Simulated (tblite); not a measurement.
# C4H10GeOSi: the cost of one run

The runs use tblite 0.8.0 and PySCF 2.14.0, with density-fitted response routines of our own; the level of theory stands in each step. All values are computed, except where a source is named. Atoms are numbered from 0 throughout.

## (1) Starting geometry

17 atoms, charge 0, multiplicity 1; geometry from: force field or distance geometry start.

Bonds of the start (Å): Si0–O1 1.74, O1–C2 1.35, C2–C3 1.48, C3–C4 1.27, C4–C5 1.45, C5–Ge6 1.95, Ge6–C2 1.96, Si0–H7 1.46, Si0–H8 1.48, Si0–H9 1.47, C2–H10 1.11, C3–H11 1.13, C4–H12 1.14, C5–H13 1.11, C5–H14 1.11, Ge6–H15 1.54, Ge6–H16 1.53.

## (2) Geometry optimisation with GFN2-xTB

What the job is given:

```
{"job": {"kind": "relax", "xc": "GFN2-xTB", "basis": "xTB"}, "charge": 0, "multiplicity": 1}
Si     2.884200    -0.322800    -0.067500
O      1.326700    -1.071900     0.129000
C      0.366400    -0.144700    -0.061400
C     -0.602300    -0.447300    -1.142600
C     -1.802700    -0.050400    -0.999500
C     -2.211200     0.708000     0.169400
Ge    -0.874200     0.070900     1.435100
H      3.440100    -0.820000    -1.326900
H      3.817300    -0.747400     0.997700
H      2.739100     1.136000    -0.130500
H      0.781100     0.851800    -0.308300
H     -0.255300    -1.045700    -2.030500
H     -2.586200    -0.266800    -1.799200
H     -2.089100     1.806000     0.058400
H     -3.223400     0.454800     0.554300
H     -0.419700     1.153300     2.436000
H     -1.297800    -1.251800     2.076400
```

Launch:

```
OMP_NUM_THREADS=1 python probes_run.py task.json out
```

The driver reads the jobs from task.json and runs them one after another.

Q: Estimate the wall time and peak memory of this first job on 1 thread of Arm Neoverse N1, shared host.

About 1.8 s, with a peak of 0.18 GiB.
